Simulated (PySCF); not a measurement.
# OAlS2H3 in PySCF: further runs, part 2 of 2

PySCF 2.14.0. The steps go on from the part before.

### Step 3. Atomic charges, M06-2X

run.py reads:

```python
import json
import numpy as np
from pyscf.pbc import gto, scf, dft, df
from pyscf.pbc.tools import pyscf_ase
from ase.io import read

atoms = read('AlH3S2O.cif')
cell = pyscf_ase.cell_from_ase(atoms)
cell.basis = 'cc-pvdz'
cell.exp_to_discard = 0
cell.precision = 1e-08
cell.max_memory = 2520  # MB
cell.verbose = 4
cell.build()

res = {}
kpts = cell.make_kpts([1, 1, 1])
mf = dft.KRKS(cell, kpts, xc='m062x', exxdiv='ewald')
mf = mf.density_fit()
mf.with_df._cderi = 'cderi.h5'  # three-centre integrals saved by an earlier run on this cell, basis and mesh
mf.conv_tol = 1e-07
mf.max_cycle = 60

mf.kernel()
res.update(converged=bool(mf.converged), e_tot=mf.e_tot, nelec=cell.nelectron, nao=cell.nao, mesh=list(map(int, cell.mesh)), a=cell.lattice_vectors().tolist(), coords=cell.atom_coords().tolist(),
           mo_energy=[np.real(x).tolist() for x in mf.mo_energy], mo_occ=[np.real(x).tolist() for x in mf.mo_occ])
res.update(kpts=cell.get_scaled_kpts(kpts).tolist())
res['parts'] = {k: float(np.real(v)) for k, v in mf.scf_summary.items() if np.isscalar(v)}
json.dump(res, open('results.json', 'w'))
if not mf.converged:
    raise SystemExit('SCF not converged')

print('levels (eV)')
for i, kp in enumerate(res['kpts'][:40]):
    print('k %7.4f %7.4f %7.4f  ' % tuple(kp), ' '.join('%.3f' % (x * 27.211386) for x in res['mo_energy'][i][:33]))

# Mulliken populations
dm, s = np.asarray(mf.make_rdm1()), np.asarray(mf.get_ovlp())
sites = cell.aoslice_by_atom()[:, 2:]
tot = np.einsum('kij,kji->i', dm, s).real / len(kpts)
res['mulliken'] = [cell.atom_charge(i) - tot[a0:a1].sum() for i, (a0, a1) in enumerate(sites)]
print('Mulliken charges', np.round(res['mulliken'], 5))
res['meta_lowdin'] = mf.mulliken_meta()[1].tolist()
res['done'] = True
json.dump(res, open('results.json', 'w'))
```

AlH3S2O.cif reads:

```cif
data_AlH3S2O
_cell_length_a 14.00000000
_cell_length_b 10.00000000
_cell_length_c 13.00000000
_cell_angle_alpha 90.00000000
_cell_angle_beta 90.00000000
_cell_angle_gamma 90.00000000
_space_group_name_H-M_alt 'P1'
_space_group_name_Hall 'P 1'
_space_group_IT_number 1
loop_
_space_group_symop_operation_xyz
'x,y,z'
loop_
_atom_site_label
_atom_site_type_symbol
_atom_site_symmetry_multiplicity
_atom_site_Wyckoff_symbol
_atom_site_fract_x
_atom_site_fract_y
_atom_site_fract_z
_atom_site_occupancy
O1 O 1 a 0.3805571400 0.5216700000 0.5399000000 1
Al1 Al 1 a 0.4981428600 0.5062700000 0.5149538500 1
S1 S 1 a 0.5913214300 0.5050300000 0.6486307700 1
S2 S 1 a 0.5482857100 0.4891400000 0.3566000000 1
H1 H 1 a 0.3310571400 0.5238200000 0.4893923100 1
H2 H 1 a 0.6708000000 0.4917300000 0.5916000000 1
H3 H 1 a 0.6406714300 0.4803800000 0.3836769200 1
```

Potentials or basis: cc-pvdz (all-electron).

Command:

```
> OMP_NUM_THREADS=2 python -u run.py > log
```

The program printed:

```text
Discarded 0 diffused primitive functions, 0 contracted functions

PySCF version 2.14.0

[INPUT] verbose = 4
[INPUT] num. atoms = 7
[INPUT] num. electrons = 56
[INPUT] charge = 0
[INPUT] spin (= nelec alpha-beta = 2S) = 0
[INPUT] symmetry False subgroup None
[INPUT] Mole.unit = angstrom
[INPUT] Symbol           X                Y                Z      unit          X                Y                Z       unit  Magmom
[INPUT]  1 O      5.327799960000   5.216700000000   7.018700000000 AA   10.068082770869   9.858134274019  13.263420750485 Bohr   0.0
[INPUT]  2 Al     6.974000040000   5.062700000000   6.694400050000 AA   13.178950068306   9.567116450836  12.650582662775 Bohr   0.0
[INPUT]  3 S      8.278500020000   5.050300000000   8.432200010000 AA   15.644097760006   9.543683846891  15.934548646455 Bohr   0.0
[INPUT]  4 S      7.675999940000   4.891400000000   4.635800000000 AA   14.505537618778   9.243406365698   8.760392368259 Bohr   0.0
[INPUT]  5 H      4.634799960000   5.238200000000   6.362100030000 AA    8.758502566545   9.898763385697  12.022626633787 Bohr   0.0
[INPUT]  6 H      9.391200000000   4.917300000000   7.690800000000 AA   17.746795981015   9.292350272324  14.533505678805 Bohr   0.0
[INPUT]  7 H      8.969400020000   4.803800000000   4.987799960000 AA   16.949709539468   9.077866357186   9.425575888517 Bohr   0.0

nuclear repulsion = 63.8841032032627
number of shells = 29
number of NR pGTOs = 170
number of NR cGTOs = 83
basis = cc-pvdz
ecp = {}
lattice vectors  a1 [26.456165744, 0.000000000, 0.000000000]
                 a2 [0.000000000, 18.897261246, 0.000000000]
                 a3 [0.000000000, 0.000000000, 24.566439619]
dimension = 3
low_dim_ft_type = None
Cell volume = 12282
exp_to_discard = 0
rcut = 30.633849935932602 (nimgs = [2 2 2])
precision = 1e-08
pseudo = None
ke_cutoff = 5582325.433839124
    = [28141 20101 26131] mesh (14781320019571 PWs)

******** <class 'pyscf.pbc.dft.krks.KRKS'> ********
method = KRKS
initial guess = minao
damping factor = 0
level_shift factor = 0
DIIS = <class 'pyscf.scf.diis.CDIIS'>
diis_start_cycle = 1
diis_space = 8
diis_damp = 0
SCF conv_tol = 1e-07
SCF conv_tol_grad = None
SCF max_cycles = 60
direct_scf = True
direct_scf_tol = 1e-13

******** PBC SCF flags ********
N kpts = 1
Exchange divergence treatment (exxdiv) = ewald
    madelung (= occupied orbital energy shift) = 0.11901206098858734
    Total energy shift due to Ewald probe charge = -1/2 * Nelec*madelung = -3.33233770768
DF object = <pyscf.pbc.df.df.GDF object>
XC functionals = m062x
small_rho_cutoff = 0
radial grids:
    Treutler-Ahlrichs [JCP 102, 346 (1995); DOI:10.1063/1.469408] (M4) radial grids

becke partition: Becke, JCP 88, 2547 (1988); DOI:10.1063/1.454033
pruning grids: <function nwchem_prune>
grids dens level: 3
symmetrized grids: False
atomic radii adjust function: <function treutler_atomic_radii_adjust>
Set gradient conv threshold to 0.000316228

******** <class 'pyscf.pbc.df.rsdf_builder._RSNucBuilder'> ********
mesh = [51 37 47] (88689 PWs)
ke_cutoff = 17.302185920816544
omega = 0.5229654415994075
exclude_d_aux = False
exclude_dd_block = True
j2c_eig_always = False
has_long_range = True
tot grids = 100414
cell vol = 12281.9688  sum(weights) = 12337.7657
nelec by numeric integration = 56.000003473725
init E= -1116.32041162922
  HOMO = -0.298158829049  LUMO = -0.0348217846624  gap/eV = 7.16577
nelec by numeric integration = 56.00000185225904
cycle= 1 E= -1115.79726539956  delta_E= 0.523  |g|= 0.69  |ddm|= 2.17
  HOMO = -0.241920382555  LUMO = 0.0287003674912  gap/eV = 7.36397
nelec by numeric integration = 56.00000263007431
cycle= 2 E= -1115.75358917264  delta_E= 0.0437  |g|= 0.875  |ddm|= 1.02
  HOMO = -0.296504450621  LUMO = 0.0312031888094  gap/eV = 8.91738
nelec by numeric integration = 56.000001780637064
cycle= 3 E= -1115.90435070147  delta_E= -0.151  |g|= 0.072  |ddm|= 0.557
  HOMO = -0.30466825058  LUMO = 0.0329567135642  gap/eV = 9.18724
nelec by numeric integration = 56.00000187187406
cycle= 4 E= -1115.90555404446  delta_E= -0.0012  |g|= 0.0215  |ddm|= 0.0759
  HOMO = -0.302307081274  LUMO = 0.0330668427391  gap/eV = 9.12599
nelec by numeric integration = 56.00000182828413
cycle= 5 E= -1115.9057140644  delta_E= -0.00016  |g|= 0.00387  |ddm|= 0.0274
  HOMO = -0.302174456891  LUMO = 0.0335779057236  gap/eV = 9.13629
nelec by numeric integration = 56.00000183854817
cycle= 6 E= -1115.90571977165  delta_E= -5.71e-06  |g|= 0.0012  |ddm|= 0.00574
  HOMO = -0.302213667608  LUMO = 0.0333951037411  gap/eV = 9.13238
nelec by numeric integration = 56.00000183556755
cycle= 7 E= -1115.90572032742  delta_E= -5.56e-07  |g|= 0.000304  |ddm|= 0.00166
  HOMO = -0.302204932969  LUMO = 0.0334122178695  gap/eV = 9.13261
nelec by numeric integration = 56.0000018360049
cycle= 8 E= -1115.90572037058  delta_E= -4.32e-08  |g|= 5.05e-05  |ddm|= 0.000431
  HOMO = -0.302203112927  LUMO = 0.0334124368376  gap/eV = 9.13256
nelec by numeric integration = 56.00000183612377
Extra cycle  E= -1115.90572037234  delta_E= -1.76e-09  |g|= 2.69e-05  |ddm|= 0.000102
converged SCF energy = -1115.90572037234
levels (eV)
k  0.0000  0.0000  0.0000   -2446.348 -2446.292 -1548.124 -533.738 -224.439 -224.383 -167.787 -167.730 -167.714 -167.659 -167.641 -167.582 -119.899 -79.139 -79.092 -79.075 -29.521 -21.811 -21.428 -15.626 -12.776 -12.266 -11.397 -10.732 -10.594 -9.213 -8.687 -8.223 0.909 1.167 1.506 2.384 2.684
Mulliken charges [-0.4318   0.4975  -0.20572 -0.22781  0.18087  0.09033  0.09665]
 ** Mulliken pop on meta-lowdin orthogonal AOs **
 ** Mulliken pop  **
pop of  0 O 1s            1.99998
pop of  0 O 2s            1.61088
pop of  0 O 3s            0.00170
pop of  0 O 2px           1.54558
pop of  0 O 2py           1.84458
pop of  0 O 2pz           1.70606
pop of  0 O 3px           0.00359
pop of  0 O 3py           0.00346
pop of  0 O 3pz           0.00333
pop of  0 O 3dxy          0.00016
pop of  0 O 3dyz          0.00074
pop of  0 O 3dz^2         0.00133
pop of  0 O 3dxz          0.00259
pop of  0 O 3dx2-y2       0.00097
pop of  1 Al 1s           1.99999
pop of  1 Al 2s           1.99957
pop of  1 Al 3s           0.73580
pop of  1 Al 4s           0.00792
pop of  1 Al 2px          1.99994
pop of  1 Al 2py          1.99991
pop of  1 Al 2pz          1.99992
pop of  1 Al 3px          0.40415
pop of  1 Al 3py          0.40754
pop of  1 Al 3pz          0.53626
pop of  1 Al 4px          0.00962
pop of  1 Al 4py          0.00096
pop of  1 Al 4pz          0.01963
pop of  1 Al 3dxy         0.01851
pop of  1 Al 3dyz         0.01203
pop of  1 Al 3dz^2        0.00732
pop of  1 Al 3dxz         0.01390
pop of  1 Al 3dx2-y2      0.00382
pop of  2 S 1s            2.00000
pop of  2 S 2s            1.99987
pop of  2 S 3s            1.68488
pop of  2 S 4s            0.00206
pop of  2 S 2px           1.99996
pop of  2 S 2py           1.99999
pop of  2 S 2pz           1.99998
pop of  2 S 3px           1.18985
pop of  2 S 3py           1.84120
pop of  2 S 3pz           1.55491
pop of  2 S 4px           0.00816
pop of  2 S 4py           0.00117
pop of  2 S 4pz           0.00096
pop of  2 S 3dxy          0.00019
pop of  2 S 3dyz          0.00399
pop of  2 S 3dz^2         0.00509
pop of  2 S 3dxz          0.01041
pop of  2 S 3dx2-y2       0.00213
pop of  3 S 1s            2.00000
pop of  3 S 2s            1.99987
pop of  3 S 3s            1.68598
pop of  3 S 4s            0.00234
pop of  3 S 2px           1.99996
pop of  3 S 2py           1.99999
pop of  3 S 2pz           1.99998
pop of  3 S 3px           1.16011
pop of  3 S 3py           1.84411
pop of  3 S 3pz           1.60205
pop of  3 S 4px           0.00801
pop of  3 S 4py           0.00126
pop of  3 S 4pz           0.00074
pop of  3 S 3dxy          0.00026
pop of  3 S 3dyz          0.00362
pop of  3 S 3dz^2         0.00795
pop of  3 S 3dxz          0.00508
pop of  3 S 3dx2-y2       0.00433
pop of  4 H 1s            0.64758
pop of  4 H 2s            0.01009
pop of  4 H 2px           0.00161
pop of  4 H 2py           0.00164
pop of  4 H 2pz           0.00165
pop of  5 H 1s            0.89127
pop of  5 H 2s            0.00791
pop of  5 H 2px           0.00347
pop of  5 H 2py           0.00104
pop of  5 H 2pz           0.00144
pop of  6 H 1s            0.88598
pop of  6 H 2s            0.00822
pop of  6 H 2px           0.00419
pop of  6 H 2py           0.00099
pop of  6 H 2pz           0.00074
 ** Mulliken atomic charges  **
charge of    0O =     -0.72494
charge of    1Al =      0.82322
charge of    2S =     -0.30479
charge of    3S =     -0.32565
charge of    4H =      0.33742
charge of    5H =      0.09487
charge of    6H =      0.09988
```

Run time: 23 s. Hardware: 2 threads of Intel Xeon at 2.70GHz, shared host; peak memory 1.9 GiB.

Results:

| Property | Result |
| --- | --- |
| Free energy | -30365.3416 eV |
| Gap between the frontier levels | 9.13 eV |
| Meta-löwdin charges | O -0.72; Al +0.82; S -0.30, -0.33; H +0.34, +0.09, +0.10 e |

Caveat: this is a molecule in a periodic box at the Γ point, so its band gap is the HOMO-LUMO gap; population charges move with the basis; the basis of atomic orbitals isn't converged, which shifts pressures, moduli and gaps.

### Step 4. Atomic charges, PBE0

Edit run.py of step 3 so:

```diff
@@ -17,3 +17,3 @@
 kpts = cell.make_kpts([1, 1, 1])
-mf = dft.KRKS(cell, kpts, xc='m062x', exxdiv='ewald')
+mf = dft.KRKS(cell, kpts, xc='pbe0', exxdiv='ewald')
 mf = mf.density_fit()
```

AlH3S2O.cif is that of step 3.

Command:

```
> OMP_NUM_THREADS=2 python -u run.py > log
```

Run time: 21 s. Hardware: 2 threads of Intel Xeon at 2.70GHz, shared host; peak memory 1.9 GiB.

The run converged. Its results:

- Free energy: -30354.8406 eV
- Gap between the frontier levels: 7.27 eV
- Meta-löwdin charges: O -0.71; Al +0.80; S -0.31, -0.33; H +0.34, +0.11 e

Levels at points of the mesh, in eV from the valence-band top:
```csv
k point,band 24,band 25,band 26,band 27,band 28,band 29,band 30,band 31,band 32,band 33
"(0.00, 0.00, 0.00)",-2.00,-1.89,-1.03,-0.41,0.00,7.27,7.60,7.72,8.76,8.97
```

Caveat: this is a molecule in a periodic box at the Γ point, so its band gap is the HOMO-LUMO gap; population charges move with the basis; the basis of atomic orbitals isn't converged, which shifts pressures, moduli and gaps.

### Step 5. Atomic charges, HCTH407

Edit run.py of step 4 so:

```diff
@@ -17,3 +17,3 @@
 kpts = cell.make_kpts([1, 1, 1])
-mf = dft.KRKS(cell, kpts, xc='pbe0', exxdiv='ewald')
+mf = dft.KRKS(cell, kpts, xc='GGA_XC_HCTH_407')
 mf = mf.density_fit()
```

AlH3S2O.cif is that of step 4.

Potentials or basis: cc-pvdz (all-electron).

Command:

```
> OMP_NUM_THREADS=2 python -u run.py > log
```

The program printed:

```text
Discarded 0 diffused primitive functions, 0 contracted functions

PySCF version 2.14.0

[INPUT] verbose = 4
[INPUT] num. atoms = 7
[INPUT] num. electrons = 56
[INPUT] charge = 0
[INPUT] spin (= nelec alpha-beta = 2S) = 0
[INPUT] symmetry False subgroup None
[INPUT] Mole.unit = angstrom
[INPUT] Symbol           X                Y                Z      unit          X                Y                Z       unit  Magmom
[INPUT]  1 O      5.327799960000   5.216700000000   7.018700000000 AA   10.068082770869   9.858134274019  13.263420750485 Bohr   0.0
[INPUT]  2 Al     6.974000040000   5.062700000000   6.694400050000 AA   13.178950068306   9.567116450836  12.650582662775 Bohr   0.0
[INPUT]  3 S      8.278500020000   5.050300000000   8.432200010000 AA   15.644097760006   9.543683846891  15.934548646455 Bohr   0.0
[INPUT]  4 S      7.675999940000   4.891400000000   4.635800000000 AA   14.505537618778   9.243406365698   8.760392368259 Bohr   0.0
[INPUT]  5 H      4.634799960000   5.238200000000   6.362100030000 AA    8.758502566545   9.898763385697  12.022626633787 Bohr   0.0
[INPUT]  6 H      9.391200000000   4.917300000000   7.690800000000 AA   17.746795981015   9.292350272324  14.533505678805 Bohr   0.0
[INPUT]  7 H      8.969400020000   4.803800000000   4.987799960000 AA   16.949709539468   9.077866357186   9.425575888517 Bohr   0.0

nuclear repulsion = 63.8841032032627
number of shells = 29
number of NR pGTOs = 170
number of NR cGTOs = 83
basis = cc-pvdz
ecp = {}
lattice vectors  a1 [26.456165744, 0.000000000, 0.000000000]
[... 94 lines left out ...]
 ** Mulliken pop on meta-lowdin orthogonal AOs **
 ** Mulliken pop  **
pop of  0 O 1s            1.99995
pop of  0 O 2s            1.62242
pop of  0 O 3s            0.00175
pop of  0 O 2px           1.54168
pop of  0 O 2py           1.82794
pop of  0 O 2pz           1.69378
pop of  0 O 3px           0.00416
pop of  0 O 3py           0.00183
pop of  0 O 3pz           0.00267
pop of  0 O 3dxy          0.00013
pop of  0 O 3dyz          0.00071
pop of  0 O 3dz^2         0.00129
pop of  0 O 3dxz          0.00247
pop of  0 O 3dx2-y2       0.00096
pop of  1 Al 1s           1.99999
pop of  1 Al 2s           1.99958
pop of  1 Al 3s           0.74252
[... 51 lines left out ...]
pop of  4 H 1s            0.64960
pop of  4 H 2s            0.01085
pop of  4 H 2px           0.00166
pop of  4 H 2py           0.00161
pop of  4 H 2pz           0.00171
pop of  5 H 1s            0.87788
pop of  5 H 2s            0.00919
pop of  5 H 2px           0.00335
pop of  5 H 2py           0.00128
pop of  5 H 2pz           0.00157
pop of  6 H 1s            0.87389
pop of  6 H 2s            0.00949
pop of  6 H 2px           0.00405
pop of  6 H 2py           0.00123
pop of  6 H 2pz           0.00092
 ** Mulliken atomic charges  **
charge of    0O =     -0.70176
charge of    1Al =      0.80420
charge of    2S =     -0.31751
charge of    3S =     -0.33665
charge of    4H =      0.33456
charge of    5H =      0.10673
charge of    6H =      0.11042
```

Wall time 22 s (2 threads of Intel Xeon at 2.70GHz, shared host); peak memory 1.9 GiB.

What came out:

```
Free energy                     : -30370.3647 eV
Gap between the frontier levels : 5.22 eV
Meta-löwdin charges             : O -0.70; Al +0.80; S -0.32, -0.34; H +0.33, +0.11 e
```

Caveat: this is a molecule in a periodic box at the Γ point, so its band gap is the HOMO-LUMO gap; population charges move with the basis; the basis of atomic orbitals isn't converged, which shifts pressures, moduli and gaps.

### Step 6. The runs side by side

| level | exxdiv | three-centre integrals | gap on the mesh (eV) |
| --- | --- | --- | --- |
| PBE | - | - | 5.14 |
| M06-2X | ewald | read from an earlier run's file | 9.13 |
| PBE0 | ewald | read from an earlier run's file | 7.27 |
| HCTH407 | - | read from an earlier run's file | 5.22 |

Alike in all rows: task atomic charges; potentials or basis cc-pvdz (all-electron); no spin polarisation; cell as given; k mesh 1 × 1 × 1; smearing fixed.

Caveats: this is a molecule in a periodic box at the Γ point, so its band gap is the HOMO-LUMO gap; the basis of atomic orbitals isn't converged, which shifts pressures, moduli and gaps.

Absolute energies hang on the potentials; compare differences alone.
